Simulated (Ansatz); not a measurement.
# BIr3Pd: the cost of one run

Program: Ansatz 0.2.0. Level of theory: DFT PBE, scalar-relativistic, plane waves, PAW. These are calculated values, not measurements.

### 1 The system as given

The structure is tetragonal, space group P4/mmm (No. 123). Conventional cell: a = 3.160 Å, b = 3.160 Å, c = 7.068 Å, α = 90.00°, β = 90.00°, γ = 90.00°. B (site symmetry 4/mmm) has 4 Pd at 2.23 Å and 2 Ir at 2.50 Å as nearest neighbours. Pd (site symmetry 4/mmm) is surrounded by 4 B at 2.23 Å. Around Ir (site symmetry 4mm) lie 5 Ir at 2.06 to 2.46 Å and 1 B at 2.50 Å. Ir (site symmetry 4/mmm) is surrounded by 8 Ir at 2.46 Å.

As a file:

```cif
data_structure
_symmetry_space_group_name_H-M 'P 1'
_symmetry_Int_Tables_number 1
_cell_length_a 3.1602
_cell_length_b 3.1602
_cell_length_c 7.0676
_cell_angle_alpha 90.000
_cell_angle_beta 90.000
_cell_angle_gamma 90.000
_cell_volume 70.58
loop_
_atom_site_label
_atom_site_type_symbol
_atom_site_fract_x
_atom_site_fract_y
_atom_site_fract_z
_atom_site_occupancy
B1 B 0.50000 0.50000 0.00000 1
Pd1 Pd 0.00000 0.00000 0.00000 1
Ir1 Ir 0.50000 0.50000 0.35392 1
Ir2 Ir 0.50000 0.50000 0.64608 1
Ir3 Ir 0.00000 0.00000 0.50000 1
```

Recipe of the guess: random cell by space group and Wyckoff sites (P4/mmm, No. 123). Lengths come from tabulated atomic sizes and are only a guess.

### 2 Probe: one point on a coarse mesh

input.yaml

```yaml
crystal:
  lattice:
    - [3.16018096, 0.0, 0.0]
    - [0.0, 3.16018096, 0.0]
    - [0.0, 0.0, 7.06756066]
  atoms:
    - { symbol: B, position: [0.5, 0.5, 0.0] }
    - { symbol: Pd, position: [0.0, 0.0, 0.0] }
    - { symbol: Ir, position: [0.5, 0.5, 0.3539235] }
    - { symbol: Ir, position: [0.5, 0.5, 0.6460765] }
    - { symbol: Ir, position: [0.0, 0.0, 0.5] }
basis:
  ecutwfc: 420
kpoints:
  mp_grid: { grid: [6, 6, 4] }
hamiltonian:
  xc: pbe
scf:
  occupations: { method: gaussian, width: 0.1 }
  lower_state_search: "off"
output:
  forces: true
  stress: true
  eigenvalues: true
```

The run is started by

```console
$ ansatz run input.yaml --threads 1 --pin off --max-ram 2560MiB --backend cpu --events-out ev --progress --plain --runs-dir out
```

What time and memory should one allow on 1 thread of AMD EPYC 7R43 (Zen 3), shared host?

About 3.5 s, with a peak of 0.43 GiB.
